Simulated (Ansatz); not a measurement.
# Ti8Cl: the cost of one run

Method: DFT PBE+D3(BJ), scalar-relativistic, plane waves, PAW, in Ansatz 0.2.0.

2 further runs of the same task are left out: 2 set aside as unsound or not needed.

**1. The starting structure**

Symmetry: P3m1, No. 156, trigonal system. Conventional cell: a = 2.886 Å, b = 2.886 Å, c = 22.861 Å, α = 90.00°, β = 90.00°, γ = 120.00°. Ti (site symmetry 3m) is surrounded by 9 Ti at 2.83 to 2.89 Å. Ti (site symmetry 3m) has 12 Ti at 2.83 to 2.90 Å as nearest neighbours. Around Ti (site symmetry 3m) lie 12 Ti at 2.74 to 2.90 Å. Ti (site symmetry 3m) is surrounded by 9 Ti at 2.74 to 2.89 Å.

Structure file:

```cif
data_structure
_symmetry_space_group_name_H-M 'P3m1'
_symmetry_Int_Tables_number 156
_cell_length_a 2.8865
_cell_length_b 2.8865
_cell_length_c 22.8611
_cell_angle_alpha 90.000
_cell_angle_beta 90.000
_cell_angle_gamma 120.000
_cell_volume 164.95
loop_
_atom_site_label
_atom_site_type_symbol
_atom_site_symmetry_multiplicity
_atom_site_Wyckoff_symbol
_atom_site_fract_x
_atom_site_fract_y
_atom_site_fract_z
_atom_site_occupancy
Ti1 Ti 1 c 0.66667 0.33333 0.65006 1
Ti2 Ti 1 b 0.33333 0.66667 0.55002 1
Ti3 Ti 1 c 0.66667 0.33333 0.44625 1
Ti4 Ti 1 b 0.33333 0.66667 0.35111 1
```

Planes are indexed in the bulk's conventional cell (P6_3/mmc (No. 194)), a = 2.886 Å, b = 2.886 Å, c = 4.574 Å, α = 90.00°, β = 90.00°, γ = 120.00°.

This (001) slab, 6.9 Å thick as cut, with 16 Å of vacuum, in a 2×2 surface cell; its outer planes are Ti (top) and Ti (bottom), was relaxed beforehand with its lower half held: -39994.7009 eV, work function 4.49 eV (top face), 4.54 eV (bottom face), dipole along +c 0.009 e·Å per cell.

**2. Cl2, flat, over a top (Ti) site**

Input file input.yaml:

```yaml
crystal:
  lattice:
    - [5.772929951, 0.0, 0.0]
    - [-2.8864649755, 4.9995039918, 0.0]
    - [0.0, 0.0, 24.861123473]
  atoms:
    - { symbol: Ti, position: [0.3333333333, 0.1666666667, 0.3217875495] }
    - { symbol: Ti, position: [0.3333333333, 0.6666666667, 0.3217875495] }
    - { symbol: Ti, position: [0.8333333333, 0.1666666667, 0.3217875495] }
    - { symbol: Ti, position: [0.8333333333, 0.6666666667, 0.3217875495] }
    - { symbol: Ti, position: [0.1666666667, 0.3333333333, 0.4137802207] }
    - { symbol: Ti, position: [0.1666666667, 0.8333333333, 0.4137802207] }
    - { symbol: Ti, position: [0.6666666667, 0.3333333333, 0.4137802207] }
    - { symbol: Ti, position: [0.6666666667, 0.8333333333, 0.4137802207] }
    - { symbol: Ti, position: [0.3333333333, 0.1666666667, 0.5092053134] }
    - { symbol: Ti, position: [0.3333333333, 0.6666666667, 0.5092053134] }
    - { symbol: Ti, position: [0.8333333333, 0.1666666667, 0.5092053134] }
    - { symbol: Ti, position: [0.8333333333, 0.6666666667, 0.5092053134] }
    - { symbol: Ti, position: [0.1666666667, 0.3333333333, 0.596685805] }
    - { symbol: Ti, position: [0.1666666667, 0.8333333333, 0.596685805] }
    - { symbol: Ti, position: [0.6666666667, 0.3333333333, 0.596685805] }
    - { symbol: Ti, position: [0.6666666667, 0.8333333333, 0.596685805] }
    - { symbol: Cl, position: [0.1666666667, 0.3333333333, 0.7382723268] }
    - { symbol: Cl, position: [-0.2045822178, 0.0195326344, 0.7382723268] }
basis:
  ecutwfc: 420
kpoints:
  mp_grid: { grid: [4, 4, 1] }
hamiltonian:
  xc: pbe
  dispersion: d3bj
scf:
  occupations: { method: gaussian, width: 0.1 }
output:
  forces: true
  eigenvalues: true
  write_density: true
  write_potential: true
  elf: true
  volumetric_format: npy
relax:
  adjacent_minimum: "off"
  f_tol: 0.04
  max_steps: 100
  constraints: [{ sites: [0, 1, 2, 3, 4, 5, 6, 7] }]
efield:
  axis: 3
  dipole_correction: true
  ramp_width: 0.04
```

The run is started by

```
$ ansatz run input.yaml --threads 4 --pin off --max-ram 10240MiB --backend cpu --events-out ev --progress --plain --runs-dir out
```

Q: Estimate wall time and peak memory on 4 threads of Intel Xeon 6975P-C (Granite Rapids), shared host.

About 4.2 min, with a peak of 2.2 GiB.
